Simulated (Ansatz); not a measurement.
# I: the cost of one run

Computed with the Python package of Ansatz 0.2.0. The levels of theory stand in the script.

### 1 The system

Symmetry: Fmmm, No. 69, orthorhombic system. The conventional cell has a = 4.384 Å, b = 4.731 Å, c = 7.820 Å, α = 90.00°, β = 90.00°, γ = 90.00°. I (site symmetry mmm) has 4 I at 3.23 Å as nearest neighbours.

Input file POSCAR:

```text
I
1.0
   0.00000000    2.36560044    3.90984013
   2.19224547    0.00000000    3.90984013
   2.19224547    2.36560044    0.00000000
I
1
Direct
   0.00000000    0.00000000    0.00000000
```

### 2 The script

run_lattice.py reads:

```python
"""How the lattice of I depends on the functional."""

import ansatz as az
from ase.io import read
import numpy as np

def edges_and_angles(cell):
    cell = np.asarray(cell)
    a, b, c = np.linalg.norm(cell, axis=1)
    cosines = cell[1] @ cell[2] / (b * c), cell[0] @ cell[2] / (a * c), cell[0] @ cell[1] / (a * b)
    return (a, b, c, *np.degrees(np.arccos(cosines)))

atoms = read("POSCAR", format="vasp")
structure = az.Crystal.from_ase(atoms)

model = (
    structure.calculation()
    .basis(650)
    .kpoints(11, 11, 11)
    .occupations(az.OccupationsMethod.GAUSSIAN, width=0.05)
    .relax(cell=True, force_tolerance=0.02)
)

levels = [("r2scan", "d4"), ("pbesol", "d3bj"), ("pbesol", "none")]
print("level            a       b       c    alpha   beta  gamma  V/atom  steps")
for name, dispersion in levels:
    seen = []
    run = model.functional(name, dispersion=dispersion).session().plan()
    outcome = run.execute(on_event=lambda e: seen.append(e) if e["event"] == "relax_step" else None)
    cell = outcome.lattice.cell_ang
    label = name if dispersion == "none" else f"{name}+{dispersion}"
    print("{:13s} {:7.4f} {:7.4f} {:7.4f} {:6.2f} {:6.2f} {:6.2f}".format(label, *edges_and_angles(cell)), f"{abs(np.linalg.det(cell)) / len(outcome.lattice.sites):7.3f} {len(seen):5d}")
```

### 3 What the engine is handed

The engine receives this input (first run):

```yaml
crystal:
  lattice:
    - [0.0, 2.36560044, 3.90984013]
    - [2.19224547, 0.0, 3.90984013]
    - [2.19224547, 2.36560044, 0.0]
  atoms:
    - { symbol: I, position: [0.0, 0.0, 0.0] }
basis:
  ecutwfc: 650.0
kpoints:
  mp_grid:
    grid: [11, 11, 11]
hamiltonian:
  xc: r2scan
  dispersion: d4
scf:
  occupations:
    method: gaussian
    width: 0.05
relax:
  f_tol: 0.02
  cell: {}
```

### 4 Running it

Started as:

```sh
$ python run_lattice.py
```

Q: Estimate wall time and peak memory on 1 thread of Arm Neoverse V2, shared host.

About 4.1 min, with a peak of 0.79 GiB.
